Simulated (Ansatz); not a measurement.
# LaNb2F3: the cost of one run

Program: Ansatz 0.2.0. Level of theory: DFT PBE, scalar-relativistic, plane waves, PAW. These are calculated values, not measurements.

1 further run of the same task is left out (set aside as unsound or not needed).

**1. The system as given**

The structure is hexagonal, space group P6/mmm (No. 191). Conventional cell: a = 5.184 Å, b = 5.184 Å, c = 4.035 Å, α = 90.00°, β = 90.00°, γ = 120.00°. La (site symmetry 6/mmm) has 2 F at 2.02 Å as nearest neighbours. Around Nb (site symmetry -6m2) lie 2 F at 2.02 Å. F (site symmetry -6m2) has 2 Nb at 2.02 Å as nearest neighbours. Around F (site symmetry 6/mmm) lie 2 La at 2.02 Å.

Structure file:

```xyz
6
Lattice="5.1843 0.0000 0.0000 -2.5921 4.4897 0.0000 0.0000 0.0000 4.0354" Properties=species:S:1:pos:R:3 pbc="T T T"
La    0.0000    0.0000    2.0177
Nb    0.0000    2.9932    2.0177
Nb    2.5921    1.4966    2.0177
F     0.0000    2.9932    0.0000
F     2.5921    1.4966    0.0000
F     0.0000    0.0000    0.0000
```

A structure generator made this guess: random cell by space group and Wyckoff sites (P6/mmm, No. 191). Lengths come from tabulated atomic sizes and are only a guess.

**2. Probe: one point on a coarse mesh**

File input.yaml:

```yaml
crystal:
  lattice:
    - [5.18429727, 0.0, 0.0]
    - [-2.59214864, 4.48973314, 0.0]
    - [0.0, 0.0, 4.03537562]
  atoms:
    - { symbol: La, position: [0.0, 0.0, 0.5] }
    - { symbol: Nb, position: [0.33333333, 0.66666667, 0.5] }
    - { symbol: Nb, position: [0.66666667, 0.33333333, 0.5] }
    - { symbol: F, position: [0.33333333, 0.66666667, 0.0] }
    - { symbol: F, position: [0.66666667, 0.33333333, 0.0] }
    - { symbol: F, position: [0.0, 0.0, 0.0] }
basis:
  ecutwfc: 420
kpoints:
  mp_grid: { grid: [6, 6, 4] }
hamiltonian:
  xc: pbe
scf:
  occupations: { method: gaussian, width: 0.1 }
  lower_state_search: "off"
output:
  forces: true
  stress: true
  eigenvalues: true
```

Run with:

```
$ ansatz run input.yaml --threads 1 --pin off --max-ram 2560MiB --backend cpu --events-out ev --progress --plain --runs-dir out
```

**Question.** How long does this run take on 1 thread of Intel Xeon 6975P-C (Granite Rapids), shared host, and how much memory does it need?

About 4.3 s, with a peak of 0.45 GiB.
